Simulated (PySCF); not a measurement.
# C4H10BN: the cost of one run

Computed with PySCF 2.14.0, with density-fitted response routines of our own, on a single molecule in the gas phase. Atoms count from 0, in the outputs and in this text.

### Step 1. The starting structure

16 atoms, charge 0, multiplicity 1; geometry from: GFN2-xTB.

Bonds of the start (Å): B0–N1 1.38, N1–C2 1.43, C2–C3 1.55, C3–C4 1.54, C4–C5 1.54, C5–C2 1.55, B0–H6 1.17, B0–H7 1.17, N1–H8 1.01, C2–H9 1.09, C3–H10 1.09, C3–H11 1.09, C4–H12 1.09, C4–H13 1.09, C5–H14 1.09, C5–H15 1.09.

### Step 2. Ultraviolet spectrum: wB97X-D/def2-SVPD

The job: settings as JSON, then the geometry in Å.

```
{"job": {"kind": "uv", "xc": "wB97X-D", "basis": "def2-SVPD", "nstates": 8, "ntriplets": 3}, "charge": 0, "multiplicity": 1}
B      2.678749    -0.048410     0.235135
N      1.374917    -0.052553    -0.210491
C      0.173617     0.035101     0.567850
C     -0.860700     1.100741     0.138288
C     -1.960348     0.028223     0.159468
C     -0.889100    -1.060281     0.322960
H      3.541541    -0.142578    -0.551886
H      2.890132     0.047946     1.383557
H      1.171453    -0.135122    -1.197806
H      0.452945     0.121880     1.618250
H     -0.662682     1.492027    -0.858333
H     -0.991396     1.935019     0.823219
H     -2.568967    -0.040849    -0.739588
H     -2.617520     0.110393     1.022079
H     -0.701069    -1.617242    -0.593503
H     -1.039172    -1.765352     1.136872
```

Level: TDDFT wB97X-D/def2-SVPD, vertical, gas phase, core orbitals frozen in the response.

On the command line:

```bash
$ OMP_NUM_THREADS=1 python probes_run.py task.json out
```

This one command runs all jobs of the session in turn.

Q: Estimate the wall time and peak memory of this job on 1 thread of Arm Neoverse V2, shared host.

About 33 s, with a peak of 0.83 GiB.
